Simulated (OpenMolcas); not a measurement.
# Lu²⁺ among point charges: CASSCF and CASPT2 levels and susceptibility

Aim: the splitting of the states of Lu²⁺ in the field of 6 point charges, its lowest levels with spin-orbit coupling and its magnetic susceptibility.

The numbers are computed with OpenMolcas 26.06 (state-averaged CASSCF and CASPT2, spin-orbit coupling by RASSI with atomic mean-field integrals), except any that are marked as measured or tabulated.

## (1) Starting point

```
Species                           : Lu²⁺ (lutetium, Z = 71, 69 electrons)
Basis                             : ANO-RCC-VDZP [7s6p4d2f1g], 68 functions
Scalar Hamiltonian                : DKH2, point nucleus
Inactive shells                   : 1s 2s 2p 3s 3p 3d 4s 4p 4d 4f 5s 5p
Active space                      : 1 electron in 5 orbitals (5d)
Some configurations of this space : 5d
Orbitals                          : optimised for each spin and parity, averaged over all roots
```

The outer shells:

5d
```
5d [↑ ][  ][  ][  ][  ]
```

The ion sits among 6 point charges of -1.36 e arranged as an octahedron (Oh), 2.25 Å from the ion.

The work runs as a chain of OpenMolcas steps in one folder; each step below is one input file. Labels, J, g values, rates, χT and fits are worked out afterwards by a script from the matrices that RASSI stores. The input lists half of the charges; inversion (Group=XYZ) makes the rest.

## (2) One- and two-electron integrals

The input, a.inp:

```
&GATEWAY
Coord
1

Lu 0.0 0.0 0.0
Basis=ANO-RCC-VDZP
Group=XYZ
NoMove
AngMom=0.0 0.0 0.0
AMFI
XField
3 Angstrom 0
2.250000 0.000000 0.000000 -1.360000
0.000000 2.250000 0.000000 -1.360000
0.000000 0.000000 2.250000 -1.360000
&SEWARD
```

## (3) Reference wave functions, doublets of even parity, 5 roots

The input, a.inp:

```
&RASSCF
FileOrb=start.orb
Symmetry=1
Spin=2
nActEl=1 0 0
Inactive=15 19
Ras2=5 0
CIRoot=5 5 1
SDav=5
CIMx=300
Iter=120 100
PrWF=0.3
OrbListing=Nothing
MaxOrb=0
>>> COPY $Project.JobIph JOB001
```

start.orb holds the contracted functions of the basis, ordered by shell, or the orbitals of the step before.

## (4) RASSI: spin-orbit coupling between the states

The input, a.inp:

```
&RASSI
NrOfJobIphs=1 5
1 2 3 4 5
IphNames
JOB001
EJob
SpinOrbit
DIPRint=1.0
SOCoupling=1000.0
Subsets=2
Property=9
'ANGMOM' 1 'ANGMOM' 2 'ANGMOM' 3 'MLTPL  1' 1 'MLTPL  1' 2 'MLTPL  1' 3
'AMFI' 1 'AMFI' 2 'AMFI' 3
SOProperty=3
'ANGMOM' 1 'ANGMOM' 2 'ANGMOM' 3
```

## (5) CASPT2: IPEA 0.25, imaginary shift 0.1 (closed shells correlated: 4f 5s 5p)

The input, a.inp:

```
>>> COPY JOB001 $Project.JobIph
&CASPT2
Multistate=5 1 2 3 4 5
NoMult
Frozen=14 9
IPEA=0.25
Imaginary=0.1
MaxIter=60
WThr=0.0 0.3 0.05
PrWF=0.5
NoMix
```

(Steps that only read results are left out.)

**Question.** What will these runs give? Wanted: spin-free ground state; first state of the same spin within the active space; lowest level; next level.

As calculated:

| quantity | value |
| --- | --- |
| method | SS-CASPT2, IPEA 0.25, imaginary shift 0.1 (closed shells correlated: 4f 5s 5p) |
| spin-free ground state | 2T2, 3-fold in its orbital part |
| first state of the same spin within the active space | 2E at 25900 cm⁻¹ |
| lowest level | 4-fold Γ8 |
| next level | 1160.7 cm⁻¹ |
| χT at 300 K | 0.14 cm³ K/mol |
| effective moment at 300 K | 1.04 μB |

Cost by method:

| method | time of its own steps | time with the reference |
| --- | --- | --- |
| A. CASSCF | 1.4 s | 1.4 s |
| B. SS-CASPT2, IPEA 0.25, imaginary shift 0.1, +4f 5s 5p | 0.67 s | 2 s |

Times are of one thread on a shared host.

**Reading.** The spin-free ground state (2T2) comes to 100 % from free-ion D terms and keeps the highest spin of the shell. χT at 300 K is 0.14, against 0.38 cm³ K/mol for the spin alone, so orbital moment lowers it. A ligand-field fit to the states below 45000 cm-1 gives 10Dq = 25883 cm-1, the gap between the two states. The free ion's ground configuration, as NIST lists it, lies outside this active space, so the lowest level here need not be the ground level. The field of point charges can differ much from that of real complexes. Point charges carry no covalency, so the field is a model and not that of real ligands.
